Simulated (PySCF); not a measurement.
# H5LaO (La(H)3(H2O)): the cost of one run

The runs use PySCF 2.14.0; PBE0, La def2-SVP with ECP46, H def2-SVP, O def2-SVP; scalar-relativistic core potentials, no spin–orbit coupling.

1 further run of the same task is left out (for a known fault of the program).

### Step 1. Starting geometry

7 atoms, charge 0, spin multiplicity 1.

Bond lengths: La1–H2 2.148 Å, La1–H3 2.145 Å, La1–H4 2.148 Å, La1–O5 2.583 Å, O5–H6 0.966 Å, O5–H7 0.966 Å. Angles: H2–La1–H3 113.3°, H2–La1–H4 114.7°, H2–La1–O5 104.5°, H3–La1–H4 113.3°, H3–La1–O5 105.2°, H4–La1–O5 104.5°, La1–O5–H6 127.0°, La1–O5–H7 127.0°, H6–O5–H7 106.0°.

Coordinates:

```mol
H5LaO
  3D, bonds by distance, orders not assigned

  7  6  0  0  0  0  0  0  0  0999 V2000
    0.2199   -0.2217    0.2217 La  0  0
    1.3682    1.1685    1.3893 H   0  0
   -1.1403   -1.3947    1.3947 H   0  0
    1.3682   -1.3893   -1.1685 H   0  0
   -1.2788    1.2657   -1.2657 O   0  0
   -1.5941    2.1567   -1.0657 H   0  0
   -1.5941    1.0657   -2.1567 H   0  0
  1  2  8  0
  1  3  8  0
  1  4  8  0
  1  5  8  0
  5  6  8  0
  5  7  8  0
M  END
```

Formal oxidation states: La +3. An earlier session relaxed this geometry at PBE0, La def2-SVP with ECP46, H def2-SVP, O def2-SVP (singlet, point group Cs).

Its energy there is -109.597444 Eh.

### Step 2. One electron removed, multiplicity 2

The input, run.py (the lines that set the calculation):

```python
mol = gto.M(atom='''
La     0.21990    -0.22170     0.22170
H      1.36824     1.16854     1.38929
H     -1.14028    -1.39473     1.39473
H      1.36824    -1.38929    -1.16854
O     -1.27883     1.26572    -1.26572
H     -1.59412     2.15668    -1.06566
H     -1.59412     1.06566    -2.15668''',
    basis={'La': 'def2-SVP', 'H': 'def2-SVP', 'O': 'def2-SVP'},
    ecp={'La': 'def2-SVP'},
    charge=1, spin=1)
mf = dft.UKS(mol, xc='PBE0')
mf.grids.atom_grid = (50, 194)  # f atoms: unpruned, at least (60, 302)
mf = mf.density_fit()  # fitting sets: La def2-universal-JKFIT, H def2-universal-JKFIT, O def2-universal-JKFIT
mf.conv_tol = 1e-08; mf.max_cycle = 55
mf.kernel(dm0)  # dm0: the density of the relaxed state
```

Started as:

```bash
> OMP_NUM_THREADS=2 python run.py
```

**Question.** How long does this run take on 2 threads of Arm Neoverse V2, shared host?

About 1.6 s.
